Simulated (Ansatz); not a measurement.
This script makes an equation of state with a fit of GdSi₂, space group P6/mmm with Ansatz 0.2.0, Python API.

The script, `run_eos.py`:
```python
import warnings

import ansatz as az
import numpy as np
from pymatgen.analysis.eos import EOS

vectors0 = np.array([
    [4.05930577, 0.0, 0.0],
    [-2.02965288, 3.51546192, 0.0],
    [0.0, 0.0, 4.07149625],
])
sites = [
    ("Gd", (0.0, 0.0, 0.0), 7),
    ("Si", (2 / 3, 1 / 3, 0.5), 0.0),
    ("Si", (1 / 3, 2 / 3, 0.5), 0.0),
]


def make_crystal(cell):
    crystal = az.Crystal(lattice=az.Lattice.of(cell))
    for symbol, position, moment in sites:
        crystal = crystal.atom(symbol, position, moment=moment or None)
    return crystal


def main() -> None:
    warnings.simplefilter("ignore", az.DeckWarning)

    volumes, energies, pressures = [], [], []
    for scale in np.linspace(0.88, 1.12, 7):
        cell = vectors0 * scale ** (1 / 3)
        setup = (
            make_crystal(cell).calculation()
            .functional(az.Functional.PBESOL)
            .spin("collinear")
            .occupations("fermi_dirac", width=0.1)
            .pseudopotentials("paw")
            .basis(500)
            .kpoints(8, 8, 7)
            .stress()
        )
        data = setup.run(threads=1, pin="off").report
        volumes.append(abs(np.linalg.det(cell)) / len(sites))
        energies.append(data["free_energy_ev"] / len(sites))
        pressures.append(np.trace(data["stress_gpa"]) / 3)
        print(f"V = {volumes[-1]:8.4f} A^3/atom  F = {energies[-1]:.5f} eV/atom  P = {pressures[-1]:8.3f} GPa")

    for form in ["pourier_tarantola", "vinet", "murnaghan"]:
        fit = EOS(eos_name=form).fit(volumes, energies)
        print(f"{form:18s} V0 {fit.v0:8.4f} A^3/atom  B0 {fit.b0_GPa:7.1f} GPa  B1 {fit.b1:5.2f}")


if __name__ == "__main__":
    main()
```

From its runs, with one value withheld:

| V (Å³/atom) | F less the lowest row shown (meV/atom) |
| --- | --- |
| 17.043 | 55.77 |
| 17.818 | 15.54 |
| 18.593 | 0.00 |
| 19.367 | 3.83 |
| 20.142 | 22.94 |
| 20.917 | 54.08 |
| 21.691 | ? |

What is the missing energy at 21.691 Å³ an atom?

A third-order Birch-Murnaghan fit, E = E0 + (9 V0 B0 / 16) [(t - 1)³ B' + (t - 1)² (6 - 4t)] with t = (V0/V)^(2/3), through the 6 rows shown gives V0 = 18.803 Å³, B0 = 90.8 GPa, B' = 4.80 and E0 = -0.69 meV. At V = 21.691 Å³, t = 0.90915, and the fit extrapolates to 94.65 meV. The run gave 94.63 meV, a miss of 0.02 meV.

Reading the output:
- Open f shells: without a Hubbard U, without spin-orbit coupling; the state reached hangs on the start and needn't be the lowest.
- Shape and fractional positions are held along the curve, so the bulk modulus is an upper value where they are free to relax.
- For a metal this k-point mesh is coarse: on a finer one energies can move by several to tens of meV an atom and pressures by half a GPa or more, differences at one mesh by less.
- Pressure is positive in compression.
- This cell is a computed structure, which may not be the phase found in nature.
- Wall time of the script: 50 s on 1 thread of Intel(R) Xeon(R) Platinum 8488C (Sapphire Rapids) (shared host), peak memory 0.65 GiB.
